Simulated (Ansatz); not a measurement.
**SnAs: a relaxation**

Wanted: a converged relaxation for SnAs, and a check of what comes out. The structure is shown as the input types it.

The COD entry's cell or inner coordinates are ideal or old and differ from later refinements, so a difference from it is no clean test against experiment.

Program: Ansatz 0.2.0. Level of theory: DFT, LDA, PAW with Ansatz's default frozen-core files, scalar-relativistic; relaxation of cell and atoms. These are calculated values, not measurements.

**1. The starting structure**

Symmetry: Fm-3m, No. 225, cubic system. Conventional cell: a = 5.681 Å, b = 5.681 Å, c = 5.681 Å, α = 90.00°, β = 90.00°, γ = 90.00°. Around Sn (site symmetry m-3m) lie 6 As at 2.84 Å. As (site symmetry m-3m) has 6 Sn at 2.84 Å as nearest neighbours.

Structure file:

```
Sn As
1.0
     0.00000    2.84050    2.84050
     2.84050    0.00000    2.84050
     2.84050    2.84050    0.00000
Sn As
1 1
Cartesian
  0.0000 0.0000 0.0000
  2.8405 2.8405 2.8405
```

**2. The calculation**

input.yaml reads:

```yaml
crystal:
  lattice:
    - [0.0, 2.8405, 2.8405]
    - [2.8405, 0.0, 2.8405]
    - [2.8405, 2.8405, 0.0]
  atoms:
    - { symbol: Sn, position: [0.0, 0.0, 0.0] }
    - { symbol: As, position: [0.5, 0.5, 0.5] }
kpoints:
  mp_grid: { grid: [12, 12, 12] }
scf:
  occupations: { method: methfessel_paxton, width: 5.0 }
  max_iter: 100
hamiltonian:
  xc: lda
  pseudopotentials: { kind: paw }
relax:
  f_tol: 0.002
  max_steps: 80
  cell: {}
output:
  forces: true
  stress: true
  write_density: true
  write_potential: true
  elf: true
  volumetric_format: npy
```

Command:

```console
$ ansatz run input.yaml --threads 1 --pin off --max-ram 3072MiB --backend cpu --events-out ev --progress --plain --runs-dir out
```

Q: Will this input give a usable result? If not, why, and what should change?

This run ends as converged. Convergence says nothing about whether the input makes sense.

Look at the input: scf.occupations.method is methfessel_paxton; scf.occupations.width is 5.0. The width is far wider than usual, so occupations near the Fermi level are blurred and the entropy term grows.

To check: set scf.occupations.method to fermi_dirac and scf.occupations.width to 0.08.
